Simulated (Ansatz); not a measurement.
# SnH5: the cost of one run

Program: Ansatz 0.2.0. Level of theory: DFT PBE, scalar-relativistic, plane waves, PAW. These are calculated values, not measurements.

1 further run of the same task is left out (set aside as unsound or not needed).

### 1 Starting point

The structure is hexagonal, space group P6/mmm (No. 191). Conventional cell: a = 4.018 Å, b = 4.018 Å, c = 4.123 Å, α = 90.00°, β = 90.00°, γ = 120.00°. Sn (site symmetry 6/mmm) has 2 H at 2.06 Å as nearest neighbours. H (site symmetry 3m) is surrounded by 1 H at 0.77 Å. H (site symmetry 6/mmm) has 2 Sn at 2.06 Å as nearest neighbours.

Coordinates:

```xyz
6
Lattice="4.0179 0.0000 0.0000 -2.0089 3.4796 0.0000 0.0000 0.0000 4.1233" Properties=species:S:1:pos:R:3 pbc="T T T"
Sn    0.0000    0.0000    2.0617
H     2.0089    1.1599    3.7366
H     0.0000    0.0000    0.0000
H     2.0089    1.1599    0.3867
H     0.0000    2.3197    0.3867
H     0.0000    2.3197    3.7366
```

The cell was relaxed beforehand at this level, from a database cell with other species swapped in; it needn't be the stable form of this composition. At a tolerance of 0.05 Å it has space group P6/mmm (No. 191); it has 9.61 Å³/atom, an uncorrected energy of +0.35 eV/atom over the elements.

### 2 Static run: bands, density of states and charges

File input.yaml:

```yaml
crystal:
  lattice:
    - [4.0178999015, 0.0, 0.0]
    - [-2.0089499507, 3.4796033846, 0.0]
    - [0.0, 0.0, 4.1233307829]
  atoms:
    - { symbol: Sn, position: [0.0, 0.0, 0.5] }
    - { symbol: H, position: [0.6666666667, 0.3333333333, 0.9062089651] }
    - { symbol: H, position: [0.0, 0.0, 0.0] }
    - { symbol: H, position: [0.6666666667, 0.3333333333, 0.0937910349] }
    - { symbol: H, position: [0.3333333333, 0.6666666667, 0.0937910349] }
    - { symbol: H, position: [0.3333333333, 0.6666666667, 0.9062089651] }
basis:
  ecutwfc: 420
kpoints:
  mp_grid: { grid: [12, 12, 10] }
  band_path:
    path:
      - [[0.0, 0.0, 0.0], [0.5, 0.0, 0.0], [0.33333333, 0.33333333, 0.0], [0.0, 0.0, 0.0], [0.0, 0.0, 0.5], [0.5, 0.0, 0.5], [0.33333333, 0.33333333, 0.5], [0.0, 0.0, 0.5]]
      - [[0.5, 0.0, 0.5], [0.5, 0.0, 0.0]]
      - [[0.33333333, 0.33333333, 0.5], [0.33333333, 0.33333333, 0.0]]
    npoints: 14
hamiltonian:
  xc: pbe
scf:
  occupations: { method: gaussian, width: 0.1 }
  n_extra_bands: 15
output:
  forces: true
  stress: true
  eigenvalues: true
  populations: true
  dos: { projected: true, de: 0.02, nscf_kmesh: { grid: [15, 15, 12] } }
  bader: true
```

On the command line:

```
> ansatz run input.yaml --threads 1 --pin off --max-ram 2560MiB --backend cpu --events-out ev --progress --plain --runs-dir out
```

What time and memory should one allow on 1 thread of Arm Neoverse V2, shared host?

About 40 s, with a peak of 0.42 GiB.
